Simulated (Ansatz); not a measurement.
# Ca: the cost of one run

Program: Ansatz 0.2.0. Level of theory: DFT r2SCAN, scalar-relativistic, plane waves, PAW. These are calculated values, not measurements.

### 1 The structure to begin with

It takes space group I4/mmm (No. 139, tetragonal). Conventional cell: a = 4.410 Å, b = 4.410 Å, c = 4.392 Å, α = 90.00°, β = 90.00°, γ = 90.00°. Around Ca (site symmetry 4/mmm) lie 8 Ca at 3.81 Å.

As a file:

```xyz
1
Lattice="-2.2052 2.2052 2.1961 2.2052 -2.2052 2.1961 2.2052 2.2052 -2.1961" Properties=species:S:1:pos:R:3 pbc="T T T"
Ca    0.0000    0.0000    2.1961
```

The structure comes from the Materials Project (structure only).

### 2 Functional and cell changed: r2SCAN

Against the listed cell: strain xx, yy, zz, yz, xz, xy = +1.4, +1.4, +4.4, +0.0, +0.0, +0.0 %.

input.yaml reads:

```yaml
crystal:
  lattice:
    - [-2.2371583227, 2.2371583227, 2.2938199579]
    - [2.2371583227, -2.2371583227, 2.2938199579]
    - [2.2371583227, 2.2371583227, -2.2938199579]
  atoms:
    - { symbol: Ca, position: [0.5, 0.5, 0.0] }
basis:
  ecutwfc: 500
kpoints:
  mp_grid: { grid: [14, 14, 14] }
hamiltonian:
  xc: r2scan
scf:
  occupations: { method: gaussian, width: 0.1 }
output:
  forces: true
  stress: true
  eigenvalues: true
  populations: true
```

The run is started by

```
$ ansatz run input.yaml --threads 1 --pin off --max-ram 1331MiB --backend cpu --events-out ev --progress --plain --runs-dir out
```

Q: Estimate wall time and peak memory on 1 thread of an Arm CPU, shared host.

About 15 s, with a peak of 0.5 GiB.
